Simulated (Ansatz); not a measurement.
**GaSiH3F2 (SMILES [F][Ga]([F])[SiH3]) at HF/3-21G**

Aim: the vertical ionisation energy of GaSiH3F2 at HF/3-21G, from 2 runs. 

The calculation is run with Ansatz 0.2.0.

78 further runs of the same task are left out: 1 that didn't finish, 77 set aside as unsound or not needed. Runs told in other sessions of the task aren't counted.

## Step 1: The molecule

GaSiH3F2 has 7 atoms, charge 0, and is taken as a singlet. As SMILES, `[F][Ga]([F])[SiH3]`. Geometry: relaxed at PBE0-D4/def2-TZVP.

Bond lengths: F1–Ga2 1.750 Å, Ga2–F3 1.749 Å, Ga2–Si4 2.387 Å, Si4–H5 1.483 Å, Si4–H6 1.483 Å, Si4–H7 1.484 Å. Angles: F1–Ga2–F3 110.4°, F1–Ga2–Si4 124.5°, F3–Ga2–Si4 125.2°, Ga2–Si4–H5 109.3°, Ga2–Si4–H6 108.8°, Ga2–Si4–H7 107.8°, H5–Si4–H6 110.6°, H5–Si4–H7 110.2°, H6–Si4–H7 110.0°.

## Step 2: The energy at HF/3-21G

molecule.yaml reads:

```yaml
crystal:
  periodic: [false, false, false]
  atoms:
    - {symbol: F, position_ang: [0.337700, -1.716900, 2.042000]}
    - {symbol: Ga, position_ang: [0.749800, -0.872200, 0.566000]}
    - {symbol: F, position_ang: [2.304600, -1.409500, -0.029300]}
    - {symbol: Si, position_ang: [-0.636100, 0.761900, -0.486900]}
    - {symbol: H, position_ang: [0.191200, 1.594100, -1.392900]}
    - {symbol: H, position_ang: [-1.267600, 1.599600, 0.561500]}
    - {symbol: H, position_ang: [-1.679500, 0.043100, -1.260400]}
basis:
  gaussian: {orbitals: 3-21G-spherical.json}
hamiltonian: {xc: hf}
accuracy: high
output: {orbitals: {seedname: orbitals}}
```

The basis set 3-21G is read from a file made from the Basis Set Exchange's data (not shown).

The run is started by

```
$ ansatz run molecule.yaml --threads 1 --pin off --max-ram 3480MiB --events-out events.jsonl --progress --plain --runs-dir runs
```

The log of the run:

```text
Warning: RAYON_NUM_THREADS=1 ignored (pool sized by the plan → 1); use --threads N
Functional definition: HF
  name "HF"
  exchange = exact_x
  correlation = 0
1142 factors; integrals over basis functions are off by at most 7.3e-9 eV
mean field evaluation 1: about -65328.1236 eV, gradient 4.1e1 eV
mean field evaluation 2: about -65328.3160 eV, gradient 4.2e1 eV
mean field evaluation 4: about -65331.8167 eV, gradient 2.3e0 eV
mean field evaluation 8: about -65331.8686 eV, gradient 1.6e-1 eV
mean field evaluation 16: about -65331.8688 eV, gradient 1.5e-8 eV
mean field -65331.86880215 eV, -2400.9018949478 hartree, gradient 1.5e-8 eV, S^2 0.000000; 0 other end points of the search recorded, 0 dependent functions left out
reference -65331.86880215 eV, -2400.9018949478 hartree; 33, 33 occupied and 26, 26 virtual orbitals, 1142 factors
Total energy: -65331.86880215 eV, -2400.9018949478 hartree
```

Run time: 1.5 s. Hardware: 1 thread of Arm Neoverse N1, shared host; peak memory 0.14 GiB.

## Step 3: The doublet cation, same level

input.yaml reads:

```yaml
crystal:
  periodic: [false, false, false]
  atoms:
    - {symbol: F, position_ang: [0.337700, -1.716900, 2.042000]}
    - {symbol: Ga, position_ang: [0.749800, -0.872200, 0.566000]}
    - {symbol: F, position_ang: [2.304600, -1.409500, -0.029300]}
    - {symbol: Si, position_ang: [-0.636100, 0.761900, -0.486900]}
    - {symbol: H, position_ang: [0.191200, 1.594100, -1.392900]}
    - {symbol: H, position_ang: [-1.267600, 1.599600, 0.561500]}
    - {symbol: H, position_ang: [-1.679500, 0.043100, -1.260400]}
basis:
  gaussian:
    orbitals: 3-21G-spherical.json
total_charge: 1
magnetization:
  spin_polarized: true
  initial_magnetization: 1
hamiltonian:
  xc: hf
accuracy: high
output: {orbitals: {seedname: orbitals}}
```

The basis set 3-21G is read from a file made from the Basis Set Exchange's data (not shown).

The run is started by

```
$ ansatz run input.yaml --threads 1 --pin off --max-ram 3480MiB --events-out events.jsonl --progress --plain --runs-dir runs
```

The log of the run:

```text
Warning: RAYON_NUM_THREADS=1 ignored (pool sized by the plan → 1); use --threads N
[... 4 set-up lines as earlier in the session ...]
1142 factors; integrals over basis functions are off by at most 7.3e-9 eV
mean field evaluation 1: about -65313.0077 eV, gradient 4.6e1 eV
mean field evaluation 2: about -65313.0279 eV, gradient 4.6e1 eV
mean field evaluation 4: about -65320.8342 eV, gradient 2.3e0 eV
mean field evaluation 8: about -65320.9183 eV, gradient 7.4e-3 eV
mean field evaluation 16: about -65319.2541 eV, gradient 1.0e1 eV
mean field evaluation 32: about -65317.5512 eV, gradient 6.6e0 eV
mean field evaluation 64: about -65319.3119 eV, gradient 3.3e-1 eV
mean field evaluation 96: about -65313.2880 eV, gradient 3.5e0 eV
mean field -65320.91834419 eV, -2400.4994730401 hartree, gradient 2.3e-8 eV, S^2 0.766312; 0 other end points of the search recorded, 0 dependent functions left out
reference -65320.91834419 eV, -2400.4994730401 hartree; 33, 32 occupied and 26, 27 virtual orbitals, 1142 factors
Total energy: -65320.91834419 eV, -2400.4994730401 hartree
```

It took 6 s on 1 thread of Arm Neoverse N1, shared host; peak memory 0.19 GiB.

## Step 4: What came out

Level: HF/3-21G.

| quantity | value |
| --- | --- |
| singlet GaSiH3F2: total energy | -2400.90189 Eh |
| singlet GaSiH3F2: HOMO energy | -11.64 eV |
| singlet GaSiH3F2: LUMO energy | 1.30 eV |
| singlet GaSiH3F2: HOMO–LUMO gap | 12.94 eV |
| doublet cation: total energy | -2400.49947 Eh |
| doublet cation: HOMO energy (highest over α and β) | -19.46 eV |
| doublet cation: LUMO energy (lowest over α and β) | -10.26 eV |
| doublet cation: ⟨S²⟩ | 0.766 |
| vertical ionisation energy (to the doublet cation) | 10.950 eV |

In words: Removing an electron at fixed nuclei costs 10.95 eV (253 kcal/mol). The negative HOMO energy of the first species, 11.64 eV, lies 0.69 eV above that difference.
